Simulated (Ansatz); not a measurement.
# Ba3Bi2: the cost of one run

Program: Ansatz 0.2.0. Level of theory: DFT PBE, scalar-relativistic, plane waves, PAW, unless a step names another level. These are calculated values, not measurements.

13 further runs of the same task are left out: 13 set aside as unsound or not needed.

**1. The formula and the candidates**

Pauling electronegativities: Ba 0.89, Bi 2.02 (spread 1.13). The formula balances with common oxidation states: Ba +2, Bi -3. Tabulated atomic sizes suggest about 33 Å³/atom. 25 candidates were drawn, by swapping species into database cells of other compounds, at random by space group and Wyckoff sites, or by hand, as the table says:

| name | made from | space group no. | Wyckoff sites | atoms (primitive cell) | V (Å³/atom) |
| --- | --- | --- | --- | --- | --- |
| c01 | random | 164 | Ba 2d, 1b; Bi 2d | 5 | 41.2 |
| c02 | database cell of Mg3As2 | 164 | Ba 2d, 1a; Bi 2d | 5 | 37.2 |
| c03 | random | 164 | Ba 2d, 3e, 1b; Bi 3f, 1a | 10 | 36.0 |
| c04 | random | 71 | Ba 4g, 2b; Bi 4i | 5 | 38.0 |
| c05 | random | 65 | Ba 4e, 2c; Bi 4l | 5 | 33.9 |
| c06 | random | 129 | Ba 4d, 2c; Bi 2b, 2a | 10 | 38.4 |
| c07 | random | 183 | Ba 2b, 1a; Bi 2b | 5 | 42.6 |
| c08 | database cell of Zr3Cd2 | 47 | Ba 1c, 1b, 1a; Bi 1h, 1d | 5 | 46.2 |
| c09 | random | 225 | Ba 24e; Bi 4b, 8c, 4a | 10 | 34.9 |
| c10 | database cell of Y3Au2 | 127 | Ba 2a, 4h; Bi 4g | 10 | 39.4 |
| c11 | database cell of Ni3S2 | 155 | Ba 9e; Bi 6c | 5 | 30.2 |
| c12 | random | 166 | Ba 3a, 6c; Bi 6c | 5 | 39.4 |
| c13 | random | 186 | Ba 6c; Bi 2b, 2b | 10 | 34.0 |
| c14 | database cell of Cu3Te2 | 99 | Ba 2c, 1a; Bi 1a, 1b | 5 | 31.5 |
| c15 | random | 12 | Ba 4i, 2d; Bi 4e | 5 | 38.5 |
| c16 | database cell of Ni3Se2 | 155 | Ba 9d; Bi 6c | 5 | 30.4 |
| c17 | random | 5 | Ba 4c, 2a; Bi 2a, 2a | 5 | 39.2 |
| c18 | random | 224 | Ba 4b, 2a; Bi 4c | 10 | 42.7 |
| c19 | random | 47 | Ba 2s, 1h; Bi 2m | 5 | 36.1 |
| c20 | database cell of Er2Se3 | 115 | Ba 2g, 1b; Bi 2g | 5 | 31.9 |
| c21 | random | 160 | Ba 9b; Bi 3a, 3a | 5 | 33.6 |
| c22 | database cell of Gd3Ga2 | 127 | Ba 4g, 2b; Bi 4h | 10 | 37.7 |
| c23 | random | 71 | Ba 4i, 2c; Bi 2b, 2d | 5 | 34.4 |
| c24 | random | 139 | Ba 4d, 2a; Bi 4c | 5 | 40.1 |
| c25 | random | 123 | Ba 2e, 1b; Bi 2f | 5 | 38.2 |

**2. Screening run of c01**

input.yaml

```yaml
crystal:
  lattice:
    - [5.9009796, 0.0, 0.0]
    - [-2.9504898, 5.11039824, 0.0]
    - [0.0, 0.0, 6.82352142]
  atoms:
    - { symbol: Ba, position: [0.33333333, 0.66666667, 0.81601005] }
    - { symbol: Ba, position: [0.66666667, 0.33333333, 0.18398995] }
    - { symbol: Ba, position: [0.0, 0.0, 0.5] }
    - { symbol: Bi, position: [0.33333333, 0.66666667, 0.38128279] }
    - { symbol: Bi, position: [0.66666667, 0.33333333, 0.61871721] }
basis:
  ecutwfc: 420
kpoints:
  mp_grid: { grid: [3, 3, 3] }
hamiltonian:
  xc: pbe
scf:
  occupations: { method: gaussian, width: 0.2 }
  lower_state_search: "off"
output:
  forces: true
  stress: true
  eigenvalues: true
relax:
  adjacent_minimum: "off"
  f_tol: 0.08
  max_steps: 16
  cell: { stress_tol: 0.8 }
```

Run with:

```sh
ansatz run input.yaml --threads 1 --pin off --max-ram 2560MiB --backend cpu --events-out ev --progress --plain --runs-dir out
```

What time and memory should one allow on 1 thread of AMD EPYC 9R45 (Zen 5), shared host?

About 11 s, with a peak of 0.53 GiB.
